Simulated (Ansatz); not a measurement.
# C2H7CuOS: small, medium and large basis sets

How large a basis does C2H7CuOS need? Two functionals are run in growing sets.

The runs use Ansatz 0.2.0, Gaussian basis; one geometry, several basis sets.

Plan: PBE0-D4/def2-SVP; ωB97M-V/def2-SVP; PBE0-D4/def2-QZVPP; ωB97M-V/def2-QZVPP; the functionals' def2-TZVPP values are taken from earlier runs.

### Step 1. The geometry

The geometry comes from an earlier relaxation with PBE0-D4 in a triple-zeta def2 set; it is a stationary point, not always the lowest conformer.

SMILES `C[S+](C)[Cu-][OH]`, 12 atoms, charge 0, spin multiplicity 1.

Atoms are counted from 1 here; the program's logs count them from 0.

Bond lengths: C1–S2 1.800 Å, C1–H6 1.089 Å, C1–H7 1.089 Å, C1–H8 1.091 Å, S2–C3 1.800 Å, S2–Cu4 2.146 Å, C3–H9 1.091 Å, C3–H10 1.089 Å, C3–H11 1.089 Å, Cu4–O5 1.786 Å, O5–H12 0.959 Å. Angles: S2–C1–H6 111.0°, S2–C1–H7 107.0°, S2–C1–H8 109.4°, H6–C1–H7 109.4°, H6–C1–H8 110.5°, H7–C1–H8 109.4°, C1–S2–C3 100.2°, C1–S2–Cu4 107.1°, C3–S2–Cu4 107.1°, S2–C3–H9 109.4°, S2–C3–H10 111.0°, S2–C3–H11 107.0°, H9–C3–H10 110.5°, H9–C3–H11 109.4°, H10–C3–H11 109.4°, S2–Cu4–O5 174.8°, Cu4–O5–H12 112.9°.

### Step 2. PBE0-D4 in def2-SVP

in.yaml

```yaml
crystal:
  periodic: [false, false, false]
  atoms:
    - {symbol: C, position_ang: [0.816736, 1.158062, 0.967988]}
    - {symbol: S, position_ang: [0.835223, 0.045234, -0.446795]}
    - {symbol: C, position_ang: [-0.470077, 0.778529, -1.446219]}
    - {symbol: Cu, position_ang: [0.115202, -1.857577, 0.236100]}
    - {symbol: O, position_ang: [-0.348343, -3.505940, 0.742408]}
    - {symbol: H, position_ang: [-0.165719, 1.175998, 1.438055]}
    - {symbol: H, position_ang: [1.550852, 0.781608, 1.679197]}
    - {symbol: H, position_ang: [1.104886, 2.159366, 0.645573]}
    - {symbol: H, position_ang: [-0.172554, 1.782520, -1.751310]}
    - {symbol: H, position_ang: [-1.411142, 0.808795, -0.898518]}
    - {symbol: H, position_ang: [-0.585829, 0.151361, -2.329233]}
    - {symbol: H, position_ang: [-1.192237, -3.533054, 1.196754]}
basis:
  gaussian: {orbitals: def2-SVP}
hamiltonian: {xc: pbe0, dispersion: d4}
output: {orbitals: {seedname: orbitals}}
```

On the command line:

```console
> ansatz run in.yaml --threads 4 --pin off --events-out ev --progress --plain --max-ram 11315MiB
```

After this run come: ωB97M-V in def2-SVP; PBE0-D4 in def2-QZVPP; ωB97M-V in def2-QZVPP.

**Question.** What will the summary of the whole plan be? Wanted: PBE0-D4: double and triple zeta above quadruple; ωB97M-V: double and triple zeta above quadruple.

The runs gave:

| quantity | value |
| --- | --- |
| PBE0-D4: double and triple zeta above quadruple | 17.61, 1.77 eV |
| ωB97M-V: double and triple zeta above quadruple | 17.79, 1.73 eV |

PBE0-D4 gains 15.83 eV from double to triple zeta, then 1.77 eV more. These are total energies; as a rule much of such shifts cancels in differences, which this series doesn't test. The LUMO of ωB97M-V is positive and keeps falling with the basis (1.53 to 0.67 eV): an unbound level that the basis holds in place.
